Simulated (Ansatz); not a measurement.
Consider a convergence test of the k-point mesh of SrC₂, space group R-3m (the Ansatz DFT code, driven from Python).

`kconv_src2.py`
```python
import warnings

import ansatz as az
from tabulate import tabulate

warnings.simplefilter('ignore', az.DeckWarning)

structure = (
    az.Lattice.of([2.51733, 1.45338, 2.30666], [-2.51733, 1.45338, 2.30666], [0.0, -2.90676, 2.30666])
    .atom('Sr', [0.0, 0.0, 0.0])
    .atom('C', [0.59156, 0.59156, 0.59156])
    .atom('C', [0.40844, 0.40844, 0.40844])
)

job = structure.calculation()
job = job.occupations('fixed').functional(az.Functional.PBESOL)

rows = []
for value in [(2, 2, 2), (4, 4, 4), (6, 6, 6), (8, 8, 8)]:
    data = job.kpoints(mesh=value).run(threads=1, pin='off').report
    rows.append((value, data['free_energy_ev'] / len(data['lattice']['sites']), data['n_iterations'], data['n_kpoints']))

print(tabulate(rows, headers=['mesh', 'F/atom (eV)', 'iterations', 'k-points'], floatfmt='.4f', tablefmt='github'))

for row in rows[:-1]:
    shift = 1000 * (row[1] - rows[-1][1])
    print(f'{row[0]}: {shift:+.2f} meV/atom' + ('  (within 2 meV)' if abs(shift) < 2 else ''))
```

From which mesh on is the energy per atom within 2 meV of the last row, and how does it get there?

From 4×4×4 on it stays within 2 meV an atom of the value at 8×8×8; the first row (2×2×2) is off by 118.5 meV and the last but one by 0.06 meV.

The output:

```console
$ python kconv_src2.py
| mesh      |   F/atom (eV) |   iterations |   k-points |
|-----------|---------------|--------------|------------|
| (2, 2, 2) |    -1328.2047 |            6 |          4 |
| (4, 4, 4) |    -1328.3216 |            6 |         13 |
| (6, 6, 6) |    -1328.3232 |            6 |         32 |
| (8, 8, 8) |    -1328.3233 |            6 |         65 |
(2, 2, 2): +118.54 meV/atom
(4, 4, 4): +1.68 meV/atom  (within 2 meV)
(6, 6, 6): +0.06 meV/atom  (within 2 meV)
```

Caveats:
- This cell is a computed structure, which may not be the phase found in nature.
- Shifts are counted from the finest mesh, which is itself no proven limit.
- The whole script took 3.7 s on 1 thread of Arm Neoverse V2, with other jobs on the host, peak memory 0.33 GiB.
